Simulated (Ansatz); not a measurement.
# CH2F3Si (SMILES [CH2][Si](F)(F)F): UB3LYP/def2-SVP

Aim: the energy change on altering one bond length of CH2F3Si at UB3LYP/def2-SVP, from 2 runs. 

The calculation is run with Ansatz 0.2.0.

59 further runs of the same task are left out: 59 set aside as unsound or not needed. Runs told in other sessions of the task aren't counted.

### 1 Starting point

CH2F3Si has 7 atoms, charge 0, and is taken as a doublet. As SMILES, `[CH2][Si](F)(F)F`. The coordinates come from a PBE0-D4/def2-TZVP relaxation.

Bond lengths: C1–Si2 1.812 Å, Si2–F3 1.577 Å, Si2–F4 1.578 Å, Si2–F5 1.577 Å, C1–H6 1.084 Å, C1–H7 1.084 Å. Angles: C1–Si2–F3 111.1°, C1–Si2–F4 112.7°, C1–Si2–F5 111.2°, F3–Si2–F4 106.8°, F3–Si2–F5 108.2°, F4–Si2–F5 106.7°, Si2–C1–H6 122.2°, Si2–C1–H7 122.2°, H6–C1–H7 115.6°.

### 2 A single-point energy at UB3LYP/def2-SVP

Contents of molecule.yaml:

```yaml
crystal:
  periodic: [false, false, false]
  atoms:
    - {symbol: C, position_ang: [-0.691800, 0.401700, 0.763500]}
    - {symbol: Si, position_ang: [0.442900, -0.260900, -0.483500]}
    - {symbol: F, position_ang: [0.009400, 0.178500, -1.934200]}
    - {symbol: F, position_ang: [0.495400, -1.838000, -0.481100]}
    - {symbol: F, position_ang: [1.916900, 0.241300, -0.236600]}
    - {symbol: H, position_ang: [-1.731100, 0.616200, 0.542200]}
    - {symbol: H, position_ang: [-0.380400, 0.593100, 1.784100]}
basis:
  gaussian: {orbitals: def2-SVP}
hamiltonian: {xc: {name: B3LYP}}
accuracy: high
output: {orbitals: {seedname: orbitals}}
magnetization: {spin_polarized: true, initial_magnetization: 1}
```

Launch:

```sh
$ ansatz run molecule.yaml --threads 1 --pin off --max-ram 2610MiB --events-out events.jsonl --progress --plain --runs-dir runs
```

What it wrote:

```text
Warning: RAYON_NUM_THREADS=1 ignored (pool sized by the plan → 1); use --threads N
Functional definition: B3LYP
  name "B3LYP"
  parameter a0 = 0.2
  parameter ax = 0.72
  parameter ac = 0.81
  exchange = (1 - a0 - ax)*slater_x + ax*b88_x + a0*exact_x
  correlation = (1 - ac)*vwn_rpa_c + ac*lyp_c
1745 factors; integrals over basis functions are off by at most 4.0e-9 eV
mean field evaluation 1: about -17086.5646 eV, gradient 3.9e1 eV
mean field evaluation 2: about -17083.4641 eV, gradient 5.2e1 eV
mean field evaluation 4: about -17091.9533 eV, gradient 7.7e-1 eV
mean field evaluation 8: about -17092.1029 eV, gradient 5.6e-2 eV
mean field evaluation 16: about -17092.1029 eV, gradient 8.6e-5 eV
mean field -17092.10291094 eV, -628.1231965334 hartree, gradient 3.6e-8 eV, S^2 0.752941; 0 other end points of the search recorded, 0 dependent functions left out
reference -17092.10294432 eV, -628.1231977602 hartree; 25, 24 occupied and 59, 60 virtual orbitals, 1745 factors
Total energy: -17092.10294432 eV, -628.1231977602 hartree
```

Run time: 11 s. Hardware: 1 thread of Arm Neoverse V2, shared host; peak memory 0.39 GiB.

### 3 The distorted shape

Contents of in.yaml:

```yaml
basis:
  gaussian:
    orbitals: def2-SVP
crystal:
  periodic: [false, false, false]
  atoms:
    - {symbol: C, position_ang: [-0.785219, 0.344281, 0.457323]}
    - {symbol: Si, position_ang: [0.349481, -0.318319, -0.789677]}
    - {symbol: F, position_ang: [-0.084019, 0.121081, -2.240377]}
    - {symbol: F, position_ang: [0.401981, -1.895419, -0.787277]}
    - {symbol: F, position_ang: [1.823481, 0.183881, -0.542777]}
    - {symbol: H, position_ang: [-1.824519, 0.558781, 0.236023]}
    - {symbol: H, position_ang: [-0.380400, 0.593100, 1.784100]}
magnetization:
  spin_polarized: true
  initial_magnetization: 1
hamiltonian:
  xc: {name: B3LYP}
accuracy: high
output:
  orbitals: {seedname: orbitals}
```

Launch:

```sh
$ ansatz run in.yaml --threads 1 --pin off --max-ram 2610MiB --events-out events.jsonl --progress --plain --runs-dir runs
```

What it wrote:

```text
Warning: RAYON_NUM_THREADS=1 ignored (pool sized by the plan → 1); use --threads N
Functional definition: B3LYP
  name "B3LYP"
  parameter a0 = 0.2
  parameter ax = 0.72
  parameter ac = 0.81
  exchange = (1 - a0 - ax)*slater_x + ax*b88_x + a0*exact_x
  correlation = (1 - ac)*vwn_rpa_c + ac*lyp_c
1749 factors; integrals over basis functions are off by at most 6.1e-9 eV
mean field evaluation 1: about -17085.7206 eV, gradient 3.9e1 eV
mean field evaluation 2: about -17082.0348 eV, gradient 5.2e1 eV
mean field evaluation 4: about -17090.9604 eV, gradient 1.2e0 eV
mean field evaluation 8: about -17091.1020 eV, gradient 8.3e-2 eV
mean field evaluation 16: about -17091.1021 eV, gradient 7.4e-4 eV
mean field -17091.10213156 eV, -628.0864185696 hartree, gradient 9.3e-8 eV, S^2 0.754933; 0 other end points of the search recorded, 0 dependent functions left out
reference -17091.10216662 eV, -628.0864198581 hartree; 25, 24 occupied and 59, 60 virtual orbitals, 1749 factors
Total energy: -17091.10216662 eV, -628.0864198581 hartree
```

It took 12 s on 1 thread of Arm Neoverse V2, shared host; peak memory 0.39 GiB.

### 4 Summary of results

At UB3LYP/def2-SVP:

```
                                                         quantity          value
                                        first shape: total energy  -628.12320 Eh
                  first shape: HOMO energy (highest over α and β)       -7.70 eV
                   first shape: LUMO energy (lowest over α and β)       -3.47 eV
                                                first shape: ⟨S²⟩          0.753
                                    distorted shape: total energy  -628.08642 Eh
              distorted shape: HOMO energy (highest over α and β)       -7.72 eV
               distorted shape: LUMO energy (lowest over α and β)       -3.44 eV
                                            distorted shape: ⟨S²⟩          0.755
energy change with the C1–H7 bond stretched from 1.084 to 1.409 Å       1.001 eV
```

With the C1–H7 bond stretched from 1.084 to 1.409 Å the energy rises by 1.00 eV (23 kcal/mol). The first shape isn't relaxed at this level, so the change isn't measured from a minimum.
